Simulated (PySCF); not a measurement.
# RbSi⁺: spin, charge, geometry and surroundings

How does RbSi⁺ answer to another spin, charge, distance or environment?

The runs use PySCF 2.14.0; method and basis as typed in the scripts.

3 further runs of the same task are left out: 3 that didn't finish.

### 1 The system as given

RbSi⁺: 2 atoms, charge 1, spin multiplicity 1.

Bond lengths: Rb1–Si2 2.947 Å.

### 2 The base run

input.py

```python
from pyscf import gto, scf, mp

mol = gto.M(
    atom='Rb 0 0 0; Si 0 0 2.947',
    basis='def2-svp',
    ecp={'Rb': 'def2-svp'},
    charge=1,
    spin=0,
    verbose=4,
)
mf = scf.RHF(mol)
mf.kernel()
mp.MP2(mf, frozen=5).kernel()
mf.dip_moment()
print('orbital energies (hartree):', mf.mo_energy[..., max(0, mol.nelec[1]-3):mol.nelec[0]+3].round(4))
```

The run is started by

```bash
> python input.py
```

The log of this run is left out.

It gives: E(SCF) = -312.334551 Eh, 9 cycles, E(MP2) − E(SCF) = -0.10597 Eh.

The bond length is a typed value, not an optimised one. The dipole of an ion depends on the origin.

### 3 Lengths in bohr

Run 1 changes length unit: angstrom → bohr; bond length: 2.947 Å → 2.947 bohr.

input.py

```python
from pyscf import gto, scf, mp

mol = gto.M(
    atom='Rb 0 0 0; Si 0 0 2.947',
    basis='def2-svp',
    ecp={'Rb': 'def2-svp'},
    charge=1,
    spin=0,
    unit='bohr',
    verbose=4,
)
mf = scf.RHF(mol)
mf.kernel()
mp.MP2(mf, frozen=5).kernel()
mf.dip_moment()
print('orbital energies (hartree):', mf.mo_energy[..., max(0, mol.nelec[1]-3):mol.nelec[0]+3].round(4))
```

The run is started by

```bash
> python input.py
```

### 4 Bond 0.5 Å

Run 2 changes bond length: 2.947 Å → 0.5 Å.

Changes to input.py since step 2:

```diff
@@ -3,3 +3,3 @@
 mol = gto.M(
-    atom='Rb 0 0 0; Si 0 0 2.947',
+    atom='Rb 0 0 0; Si 0 0 0.5',
     basis='def2-svp',
```

### 5 Bond 4.421 Å

Run 3 changes bond length: 2.947 Å → 4.421 Å.

Changes to input.py since step 2:

```diff
@@ -3,3 +3,3 @@
 mol = gto.M(
-    atom='Rb 0 0 0; Si 0 0 2.947',
+    atom='Rb 0 0 0; Si 0 0 4.421',
     basis='def2-svp',
```

### 6 Charge +2 (doublet, UHF)

Run 4 changes charge: 1 → 2; spin (2S): 0 → 1; SCF type: RHF → UHF.

input.py

```python
from pyscf import gto, scf, mp

mol = gto.M(
    atom='Rb 0 0 0; Si 0 0 2.947',
    basis='def2-svp',
    ecp={'Rb': 'def2-svp'},
    charge=2,
    spin=1,
    verbose=4,
)
mf = scf.UHF(mol)
mf.kernel()
mp.MP2(mf, frozen=5).kernel()
mf.dip_moment()
print('orbital energies (hartree):', [e[max(0, n-3):n+3].round(4) for e, n in zip(mf.mo_energy, mol.nelec)])
```

### 7 Bond 5.894 Å

Run 5 changes bond length: 2.947 Å → 5.894 Å.

Changes to input.py since step 2:

```diff
@@ -3,3 +3,3 @@
 mol = gto.M(
-    atom='Rb 0 0 0; Si 0 0 2.947',
+    atom='Rb 0 0 0; Si 0 0 5.894',
     basis='def2-svp',
```

### 8 Bond 2.741 Å

Run 6 changes bond length: 2.947 Å → 2.741 Å.

Changes to input.py since step 2:

```diff
@@ -3,3 +3,3 @@
 mol = gto.M(
-    atom='Rb 0 0 0; Si 0 0 2.947',
+    atom='Rb 0 0 0; Si 0 0 2.741',
     basis='def2-svp',
```

**Question.** What will these runs give? Wanted: for each run, E(SCF); from base; gap, α spin; after the SCF.

**Answer**, as computed:

```tsv
run	E(SCF) (hartree)	from base (eV)	cycles	gap, α spin (eV)	after the SCF
base	-312.334551	0	9	6.69	MP2 correlation -2.884 eV, core frozen
lengths in bohr (poor choice)	-311.627984	not comparable	9	7.04	MP2 correlation -3.151 eV, core frozen
bond 0.5 Å (poor choice)	-272.988672	+1070.6559	11	7.83	MP2 correlation -3.219 eV, core frozen
bond 4.421 Å	-312.371346	-1.0013	9	6.80	MP2 correlation -2.692 eV, core frozen
charge +2 (doublet, UHF)	-311.951557	+10.4218	10	9.02	MP2 correlation -2.280 eV, core frozen
bond 5.894 Å	-312.362335	-0.7560	9	5.66	MP2 correlation -2.669 eV, core frozen
bond 2.741 Å	-312.301870	+0.8893	9	6.45	MP2 correlation -2.967 eV, core frozen
```

**Reading.** The largest comparable shift of the SCF energy, +1070.656 eV, comes with the run “bond 0.5 Å”. At the SCF level, going to the doublet with one electron fewer costs 10.42 eV at fixed geometry, against 11.14 eV for the negative of the highest filled level. Rows marked «poor choice» come from settings spoiled on purpose.
